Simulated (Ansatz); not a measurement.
Write the native input for Ansatz 0.2.0 that does the following.

```yaml
Task: projected density of states
Functional: PBE
Potentials_or_basis: all-electron LAPW, scalar-relativistic
Cutoff: 336 eV (chosen from the basis error)
Basis_error_allowed: 0.002 eV/atom
k_mesh: 4 × 4 × 1
Occupations: fermi-dirac, width 0.05 eV
Spin: no spin polarisation
```

Sheet: HfH4, a sheet with vacuum.

```
Hf H
1.0
     6.58632    0.00000    0.00000
     0.00000    6.58632    0.00000
     0.00000    0.00000   28.05924
Hf H
1 4
Direct
  0.50000 0.50000 0.28511
  0.27242 0.50000 0.32287
  0.72758 0.50000 0.32287
  0.50000 0.72758 0.24735
  0.50000 0.27242 0.24735
```

The cell was built by a generator and needn't be a form met in nature.

One way to write it, as run:

input.yaml

```yaml
crystal:
  lattice:
    - [6.58632, 0.0, 0.0]
    - [0.0, 6.58632, 0.0]
    - [0.0, 0.0, 28.05924]
  atoms:
    - { symbol: Hf, position: [0.5, 0.5, 0.28511] }
    - { symbol: H, position: [0.27242, 0.5, 0.32287] }
    - { symbol: H, position: [0.72758, 0.5, 0.32287] }
    - { symbol: H, position: [0.5, 0.72758, 0.24735] }
    - { symbol: H, position: [0.5, 0.27242, 0.24735] }
kpoints:
  mp_grid: { grid: [4, 4, 1] }
  band_path:
    path:
      - [0.0, 0.0, 0.0]
      - [0.0, 0.5, 0.0]
      - [0.5, 0.5, 0.0]
      - [0.0, 0.0, 0.0]
      - [0.0, 0.0, 0.5]
      - [0.0, 0.5, 0.5]
      - [0.5, 0.5, 0.5]
      - [0.0, 0.0, 0.5]
    npoints: 8
scf:
  occupations: { method: fermi_dirac, width: 0.05 }
hamiltonian:
  xc: pbe
  pseudopotentials: { kind: all_electron, lapw: { basis_error: 0.002 } }
output:
  forces: true
  stress: true
  eigenvalues: true
  fatbands: false
  dos: { projected: true, de: 0.2, e_range: [-10, 8] }
  populations: true
```

Potentials or basis: all-electron LAPW, scalar-relativistic.

Run with:

```console
$ ansatz run input.yaml --threads 8 --pin off --max-ram 28672MiB --backend cpu --events-out ev --progress --plain --runs-dir out
```

Results of the run:

| Quantity | Value |
| --- | --- |
| Largest force | 0.004 eV/Å |
| Band gap on the k mesh | 3.89 eV, direct |
| Band gap along the path | 3.89 eV, direct |
| Loewdin charges | Hf +1.28; H -0.28 e |
| Work function | 5.10 eV |

Caveat: spin-orbit coupling is left out, which moves the levels of the heavy elements.

It took 57 s on 8 threads of AMD EPYC 7R43 64-Core Processor (Zen 3) (shared host), peak memory 3.2 GiB.
